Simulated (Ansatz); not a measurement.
# AlH₉OSi₃: small, medium and large basis sets

An exercise on one series of results from a longer session: the logs are not shown, and one member is left open.

The runs use Ansatz 0.2.0, Gaussian basis; one geometry, several basis sets.

The runs, in order: PBE0-D4/def2-SVP; ωB97M-V/def2-SVP; PBE0-D4/def2-QZVPP; ωB97M-V/def2-QZVPP; the functionals' def2-TZVPP values are taken from earlier runs.

### The relaxed structure

An earlier PBE0-D4 in a triple-zeta def2 set relaxation fixed the geometry.

SMILES `[AlH2][SiH]([SiH3])O[SiH3]`, 14 atoms, charge 0, spin multiplicity 1.

Atoms are counted from 1 here; the program's logs count them from 0.

Bond lengths: Al1–Si2 2.458 Å, Al1–H6 1.590 Å, Al1–H7 1.588 Å, Si2–Si3 2.353 Å, Si2–O4 1.655 Å, Si2–H8 1.499 Å, Si3–H9 1.490 Å, Si3–H10 1.490 Å, Si3–H11 1.489 Å, O4–Si5 1.636 Å, Si5–H12 1.487 Å, Si5–H13 1.488 Å, Si5–H14 1.483 Å. Angles: Si2–Al1–H6 118.4°, Si2–Al1–H7 121.9°, H6–Al1–H7 119.7°, Al1–Si2–Si3 111.0°, Al1–Si2–O4 111.2°, Al1–Si2–H8 109.7°, Si3–Si2–O4 111.0°, Si3–Si2–H8 104.8°, O4–Si2–H8 108.8°, Si2–Si3–H9 108.2°, Si2–Si3–H10 111.1°, Si2–Si3–H11 112.4°, H9–Si3–H10 108.2°, H9–Si3–H11 108.7°, H10–Si3–H11 108.2°, Si2–O4–Si5 141.6°, O4–Si5–H12 110.4°, O4–Si5–H13 110.1° and more.

Set-up of the first run:

in.yaml reads:

```yaml
crystal:
  periodic: [false, false, false]
  atoms:
    - {symbol: Al, position_ang: [-1.975435, 2.138305, 0.173773]}
    - {symbol: Si, position_ang: [-0.530946, 0.183732, 0.539126]}
    - {symbol: Si, position_ang: [1.705198, 0.837005, 0.869073]}
    - {symbol: O, position_ang: [-0.655252, -0.895684, -0.709236]}
    - {symbol: Si, position_ang: [0.007127, -2.278674, -1.279641]}
    - {symbol: H, position_ang: [-2.033879, 3.257209, 1.301634]}
    - {symbol: H, position_ang: [-2.814684, 2.323465, -1.161816]}
    - {symbol: H, position_ang: [-0.921989, -0.503275, 1.813172]}
    - {symbol: H, position_ang: [1.753155, 1.751638, 2.044058]}
    - {symbol: H, position_ang: [2.229303, 1.573803, -0.314715]}
    - {symbol: H, position_ang: [2.603474, -0.321897, 1.129498]}
    - {symbol: H, position_ang: [-0.261400, -3.405716, -0.347677]}
    - {symbol: H, position_ang: [1.479199, -2.118899, -1.426651]}
    - {symbol: H, position_ang: [-0.596771, -2.570312, -2.601994]}
basis:
  gaussian: {orbitals: def2-SVP}
hamiltonian: {xc: pbe0, dispersion: d4}
output: {orbitals: {seedname: orbitals}}
```

On the command line:

```
$ ansatz run in.yaml --threads 4 --pin off --events-out ev --progress --plain --max-ram 10444MiB
```

Among the steps run: PBE0-D4 in def2-SVP; ωB97M-V in def2-SVP; PBE0-D4 in def2-QZVPP; ωB97M-V in def2-QZVPP.

One table of the session follows, with a row left open; its other results are not shown here.

It belongs to the step «Functionals by basis». 

| functional | basis | HOMO (eV) | LUMO (eV) |
| --- | --- | --- | --- |
| PBE0-D4 | def2-SVP | -7.14 | -2.17 |
| PBE0-D4 | def2-TZVPP | -7.14 | -2.18 |
| PBE0-D4 | def2-QZVPP | -7.14 | -2.19 |
| ωB97M-V | def2-SVP | ? | ? |
| ωB97M-V | def2-TZVPP | -9.08 | -0.57 |
| ωB97M-V | def2-QZVPP | -9.08 | -0.65 |

**Question.** Estimate the row for ωB97M-V, def2-SVP.

**Answer.** HOMO (eV): -9.04; LUMO (eV): -0.49. In the column «HOMO (eV)» it lies between ωB97M-V, def2-QZVPP (-9.08) and PBE0-D4, def2-SVP (-7.14).
